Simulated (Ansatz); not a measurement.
# CH3NOSi: a ladder of functionals and wavefunction methods

How much do the methods differ for CH3NOSi? The plan is to run it at one geometry with functionals of several rungs and with coupled cluster. The yardstick is the atomisation energy at the CCSD(T) limit.

Program: Ansatz 0.2.0, Gaussian basis. Level of theory: functionals in def2-TZVPP, the program's frozen cores in correlated methods. These are calculated values, not measurements.

The runs, in order: LDA (SPW92), PBE-D4, revPBE-D4, BLYP-D4, r2SCAN-D4, B97M-V, PBE0-D4, B3LYP-D4, r2SCANh-D4, r2SCAN0-D4, HSE06-D4, BHLYP-D4, CAM-B3LYP-D4, LC-ωPBE, ωB97X-V, ωB97M-V, B2PLYP, PBE-QIDH; CCSD(T)/def2-SVP; CCSD(T)/def2-TZVPP; MP2/def2-QZVPP; extrapolation to the limit; RPA on PBE.

### 1 The relaxed structure

The geometry comes from an earlier relaxation with PBE0-D4 in a triple-zeta def2 set; it is a stationary point, not always the lowest conformer.

7 atoms, charge 0, spin multiplicity 1.

Atoms are counted from 1 here; the program's logs count them from 0.

Bond lengths: C1–N2 1.280 Å, C1–O4 1.375 Å, C1–H5 1.091 Å, N2–Si3 1.760 Å, Si3–O4 1.721 Å, Si3–H6 1.479 Å, Si3–H7 1.479 Å. Angles: N2–C1–O4 115.2°, N2–C1–H5 128.4°, O4–C1–H5 116.4°, C1–N2–Si3 82.9°, N2–Si3–O4 80.1°, N2–Si3–H6 117.7°, N2–Si3–H7 117.7°, O4–Si3–H6 113.0°, O4–Si3–H7 113.0°, H6–Si3–H7 111.6°, C1–O4–Si3 81.8°.

### 2 LDA

This LDA is Slater exchange with PW92 correlation.

in.yaml reads:

```yaml
crystal:
  periodic: [false, false, false]
  atoms:
    - {symbol: C, position_ang: [-0.112984, -0.577737, -1.013267]}
    - {symbol: N, position_ang: [0.134263, -1.243736, 0.051015]}
    - {symbol: Si, position_ang: [0.113553, 0.352988, 0.792173]}
    - {symbol: O, position_ang: [-0.210569, 0.782580, -0.842117]}
    - {symbol: H, position_ang: [-0.254556, -0.950706, -2.028731]}
    - {symbol: H, position_ang: [-1.004564, 0.671972, 1.706191]}
    - {symbol: H, position_ang: [1.396058, 0.896638, 1.289136]}
basis:
  gaussian: {orbitals: def2-TZVPP}
hamiltonian: {xc: lda}
output: {orbitals: {seedname: orbitals}}
```

Started as:

```sh
$ ansatz run in.yaml --threads 2 --pin off --events-out ev --progress --plain --max-ram 4352MiB
```

After this run come: PBE-D4 (GGA); revPBE-D4 (GGA); BLYP-D4 (GGA); r2SCAN-D4 (meta-GGA); B97M-V (meta-GGA); PBE0-D4 (hybrid); B3LYP-D4 (hybrid); r2SCANh-D4 (hybrid); r2SCAN0-D4 (hybrid); HSE06-D4 (hybrid); BHLYP-D4 (hybrid); CAM-B3LYP-D4 (range-separated); LC-ωPBE (range-separated); ωB97X-V (range-separated); ωB97M-V (range-separated); B2PLYP (double hybrid); PBE-QIDH (double hybrid); CCSD(T) in def2-SVP; CCSD(T) in def2-TZVPP; MP2 in def2-QZVPP; RPA on PBE orbitals.

**Question.** What will the summary of the whole plan be? Wanted: atomisation energy, CCSD(T)/CBS; farthest beyond LDA; mean size of error, GGA; mean size of error, meta-GGA; mean size of error, hybrid; mean size of error, range-separated; mean size of error, double hybrid; gap, smallest and largest; T1 diagnostic.

As calculated:

| quantity | value |
| --- | --- |
| atomisation energy, CCSD(T)/CBS | 28.149 eV |
| functionals within 0.141 eV (0.5 %) | revPBE-D4, r2SCAN-D4, B97M-V, PBE0-D4, B3LYP-D4, HSE06-D4, CAM-B3LYP-D4, LC-ωPBE |
| farthest beyond LDA | BHLYP-D4 (-1.297 eV) |
| mean size of error, GGA | 0.368 eV |
| mean size of error, meta-GGA | 0.048 eV |
| mean size of error, hybrid | 0.398 eV |
| mean size of error, range-separated | 0.131 eV |
| mean size of error, double hybrid | 0.290 eV |
| gap, smallest and largest | 4.95 eV (LDA (SPW92)), 12.55 eV (LC-ωPBE) |
| T1 diagnostic | 0.0153 |
| triples share of the correlation energy | 4.4 % |

What this shows: LDA overbinds by 4.760 eV (17 %). PBE-D4 misses by +0.886 eV. Double hybrids carry the basis error of their MP2 part in triple zeta, and no dispersion term here, so their miss is partly the set-up's. The rungs meta-GGA, range-separated miss on average by less than the doubt on the reference (0.141 eV), so they tie. Misses under about 0.141 eV are within the doubt on the reference itself, which lacks core-valence correlation, relativity and higher excitations. Hartree-Fock recovers 67 % of the binding; the rest is correlation. CCSD(T) in def2-SVP is off by -2.301 eV, which most functionals beat. Orbital gaps span 5.0 to 12.6 eV; exact exchange widens them.
